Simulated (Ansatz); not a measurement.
# Sn(NCS)H3 (CH3NSSn): one molecule under many settings

How do the results and run time of Sn(NCS)H3 (CH3NSSn) respond when the settings are drawn wide?

Program: Ansatz 0.2.0, Gaussian basis. Level of theory: the settings change from run to run. These are calculated values, not measurements.

3 further runs of the same task are left out: 1 that didn't finish, 2 set aside as unsound or not needed. Runs told in other sessions of the task aren't counted.

## 1. The geometry

An earlier PBE0-D4/def2-SVP relaxation fixed the geometry. Sn takes a core potential in def2 sets; no spin-orbit term is included.

7 atoms, charge 0, spin multiplicity 1.

Atoms are counted from 1 here; the program's logs count them from 0.

Bond lengths: Sn1–N2 2.034 Å, Sn1–H5 1.704 Å, Sn1–H6 1.704 Å, Sn1–H7 1.704 Å, N2–C3 1.192 Å, C3–S4 1.584 Å. Angles: N2–Sn1–H5 105.2°, N2–Sn1–H6 105.2°, N2–Sn1–H7 105.2°, H5–Sn1–H6 113.4°, H5–Sn1–H7 113.4°, H6–Sn1–H7 113.4°, Sn1–N2–C3 179.0°, N2–C3–S4 179.9°.

## 2. LC-wPBE/def2-SVPD

This run has atoms shaken by 0.03 Å.

in.yaml

```yaml
crystal:
  periodic: [false, false, false]
  atoms:
    - {symbol: Sn, position_ang: [-0.041672, -0.069283, -1.261097]}
    - {symbol: N, position_ang: [-0.025072, 0.017874, 0.758516]}
    - {symbol: C, position_ang: [-0.055108, 0.003496, 1.974055]}
    - {symbol: S, position_ang: [-0.013617, 0.017885, 3.533613]}
    - {symbol: H, position_ang: [1.655708, 0.055442, -1.682918]}
    - {symbol: H, position_ang: [-0.826459, 1.384293, -1.702701]}
    - {symbol: H, position_ang: [-0.792736, -1.384814, -1.680907]}
basis:
  gaussian: {orbitals: def2-SVPD}
hamiltonian: {xc: {name: LC-wPBE}}
scf: {omitted_lower_state_checks: [starts]}
output: {forces: true}
```

Run with:

```console
> ansatz run in.yaml --threads 4 --pin off --events-out ev --progress --plain --max-ram 3916MiB
```

Log, cut to the lines that bear on the results:

```text
Functional definition: LC-wPBE
  name "LC-wPBE"
  cite "Vydrov & Scuseria, J. Chem. Phys. 125, 234109 (2006) doi:10.1063/1.2409292"
  cite "Heyd & Scuseria, J. Chem. Phys. 120, 7274 (2004) doi:10.1063/1.1668634"
  cite "Ernzerhof & Perdew, J. Chem. Phys. 109, 3313 (1998) doi:10.1063/1.476928"
  cite "Perdew, Burke & Ernzerhof, Phys. Rev. Lett. 77, 3865 (1996) doi:10.1103/PhysRevLett.77.3865"
  parent pbe
[...]
1159 factors; their error is unknown
525 factors; integrals over basis functions are off by at most 3.9e-5 eV
[...]
mean field -19232.52186325 eV, -706.7821422029 hartree, gradient 2.3e-5 eV, S^2 0.000000; 0 other end points of the search recorded, 0 dependent functions left out
[...]
reference -19232.52186326 eV, -706.7821422032 hartree; 27, 27 occupied and 96, 96 virtual orbitals, 1159 factors
Total energy: -19232.52186326 eV, -706.7821422032 hartree
Atom 0 at    -0.041672    -0.069283    -1.261097 Å, force     1.814807     2.472227     0.178206 eV/Å
Atom 1 at    -0.025072     0.017874     0.758516 Å, force    -0.251352    -0.170778     3.234510 eV/Å
Atom 2 at    -0.055108     0.003496     1.974055 Å, force     0.325457     0.104893    -4.035288 eV/Å
Atom 3 at    -0.013617     0.017885     3.533613 Å, force    -0.101109    -0.030123     1.009069 eV/Å
Atom 4 at     1.655708     0.055442    -1.682918 Å, force    -0.832481    -0.204971     0.157485 eV/Å
Atom 5 at    -0.826459     1.384293    -1.702701 Å, force     0.050983    -0.276526     0.015368 eV/Å
Atom 6 at    -0.792736    -1.384814    -1.680907 Å, force    -1.006305    -1.894722    -0.559351 eV/Å
Dipole moment:    -0.054625    -0.108399    -0.944173 e Å
Checks for a lower state left out: starts
```

It took 3.2 s on 4 threads of Intel Xeon at 2.50GHz, shared host.

Largest force 4.050 eV/Å, dipole 4.57 D.

## 3. BHLYP/def2-mTZVP

in.yaml

```yaml
crystal:
  periodic: [false, false, false]
  atoms:
    - {symbol: Sn, position_ang: [-0.002236, -0.002465, -1.246872]}
    - {symbol: N, position_ang: [-0.005894, 0.015660, 0.787521]}
    - {symbol: C, position_ang: [0.001832, 0.007340, 1.979438]}
    - {symbol: S, position_ang: [0.010998, -0.001986, 3.563264]}
    - {symbol: H, position_ang: [1.643006, -0.002332, -1.691979]}
    - {symbol: H, position_ang: [-0.826973, 1.415996, -1.707628]}
    - {symbol: H, position_ang: [-0.820734, -1.432213, -1.683734]}
basis:
  gaussian: {orbitals: def2-mTZVP}
hamiltonian: {xc: {name: BHLYP}}
output: {forces: true}
```

Same command.

Log, cut to the lines that bear on the results:

```text
Functional definition: BHLYP
  name "BHLYP"
  cite "Becke, J. Chem. Phys. 98, 1372 (1993) doi:10.1063/1.464304"
  cite "Becke, Phys. Rev. A 38, 3098 (1988) doi:10.1103/PhysRevA.38.3098"
  cite "Lee, Yang & Parr, Phys. Rev. B 37, 785 (1988) doi:10.1103/PhysRevB.37.785"
[...]
1063 factors; integrals over basis functions are off by at most 9.7e-4 eV
[...]
mean field -19239.36909566 eV, -707.0337733527 hartree, gradient 5.1e-5 eV, S^2 0.000000; 0 other end points of the search recorded, 0 dependent functions left out
[...]
reference -19239.36928814 eV, -707.0337804264 hartree; 27, 27 occupied and 78, 78 virtual orbitals, 1063 factors
Total energy: -19239.36928814 eV, -707.0337804264 hartree
Atom 0 at    -0.002236    -0.002465    -1.246872 Å, force     0.000402    -0.000771     0.001403 eV/Å
Atom 1 at    -0.005894     0.015660     0.787521 Å, force     0.012104    -0.012164     1.887644 eV/Å
Atom 2 at     0.001832     0.007340     1.979438 Å, force    -0.012887     0.011798    -2.103346 eV/Å
Atom 3 at     0.010998    -0.001986     3.563264 Å, force     0.000465     0.000144     0.070385 eV/Å
Atom 4 at     1.643006    -0.002332    -1.691979 Å, force    -0.164804    -0.000182     0.047626 eV/Å
Atom 5 at    -0.826973     1.415996    -1.707628 Å, force     0.082563    -0.142011     0.049510 eV/Å
Atom 6 at    -0.820734    -1.432213    -1.683734 Å, force     0.082158     0.143185     0.046779 eV/Å
Dipole moment:    -0.000620    -0.004321    -1.019017 e Å
```

Run time: 3 s. Hardware: 4 threads of Intel Xeon at 2.50GHz, shared host.

Largest force 2.103 eV/Å, dipole 4.89 D.

## 4. rPW86-PBE/def2-SVP

This run has charge -1, multiplicity 2, atoms shaken by 0.03 Å, a grid of angular degree 47.

in.yaml

```yaml
crystal:
  periodic: [false, false, false]
  atoms:
    - {symbol: Sn, position_ang: [-0.012683, -0.020545, -1.258585]}
    - {symbol: N, position_ang: [-0.021872, 0.003562, 0.792640]}
    - {symbol: C, position_ang: [-0.014648, 0.069043, 1.976937]}
    - {symbol: S, position_ang: [-0.046992, 0.019942, 3.570592]}
    - {symbol: H, position_ang: [1.681171, -0.005703, -1.697502]}
    - {symbol: H, position_ang: [-0.788865, 1.381592, -1.760477]}
    - {symbol: H, position_ang: [-0.827656, -1.379395, -1.685373]}
basis:
  gaussian: {orbitals: def2-SVP, final_grid: {core_spheres: 20, valence_spheres: 16, degree: 47}}
total_charge: -1
magnetization: {spin_polarized: true, initial_magnetization: 1}
hamiltonian: {xc: {name: rPW86-PBE}}
scf: {omitted_lower_state_checks: [starts]}
```

The command is unchanged.

Log:

```text
Functional definition: rPW86-PBE
  name "rPW86-PBE"
  cite "Murray, Lee & Langreth, J. Chem. Theory Comput. 5, 2754 (2009) doi:10.1021/ct900365q"
  cite "Perdew, Burke & Ernzerhof, Phys. Rev. Lett. 77, 3865 (1996) doi:10.1103/PhysRevLett.77.3865"
  parent pbe
  exchange = rpw86_x
  correlation = pbe_c
these checks for a lower state are left out or cut short: starts
1000 factors; their error is unknown
mean field evaluation 1: about -19253.1208 eV, gradient 2.3e1 eV
mean field evaluation 2: about -19243.4940 eV, gradient 4.7e1 eV
mean field evaluation 4: about -19256.6381 eV, gradient 3.9e0 eV
mean field evaluation 8: about -19256.7714 eV, gradient 1.6e-1 eV
mean field evaluation 16: about -19256.7361 eV, gradient 6.5e-4 eV
mean field -19256.73611131 eV, -707.6719994063 hartree, gradient 3.7e-6 eV, S^2 0.751324; 0 other end points of the search recorded, 0 dependent functions left out
reference -19256.73622424 eV, -707.6720035561 hartree; 28, 27 occupied and 59, 60 virtual orbitals, 1000 factors
Total energy: -19256.73622424 eV, -707.6720035561 hartree
Checks for a lower state left out: starts
```

Wall time 3.5 s (4 threads of Intel Xeon at 2.50GHz, shared host).

⟨S²⟩ 0.751.

## 5. The runs in one table

```tsv
level	charge	multiplicity	geometry	functions	energy (eV)	time
LC-wPBE/def2-SVPD	0	1	shaken	123	-19232.522	3.2 s
BHLYP/def2-mTZVP	0	1	relaxed	105	-19239.369	3 s
rPW86-PBE/def2-SVP	-1	2	shaken	87	-19256.736	3.5 s
```

## 6. Outcome

| quantity | value |
| --- | --- |
| runs | 3 |
| quickest | BHLYP/def2-mTZVP, 3 s |
| slowest | rPW86-PBE/def2-SVP, 3.5 s |

The runs differ in state or geometry as well as level, so their energies can't be set against each other. The times lie within a factor of two. At the PBE0-D4/def2-SVP geometry and in the same state, the sound runs without point charges leave forces up to 2.10 eV/Å (BHLYP/def2-mTZVP), against 4.0 eV/Å where the atoms were moved.
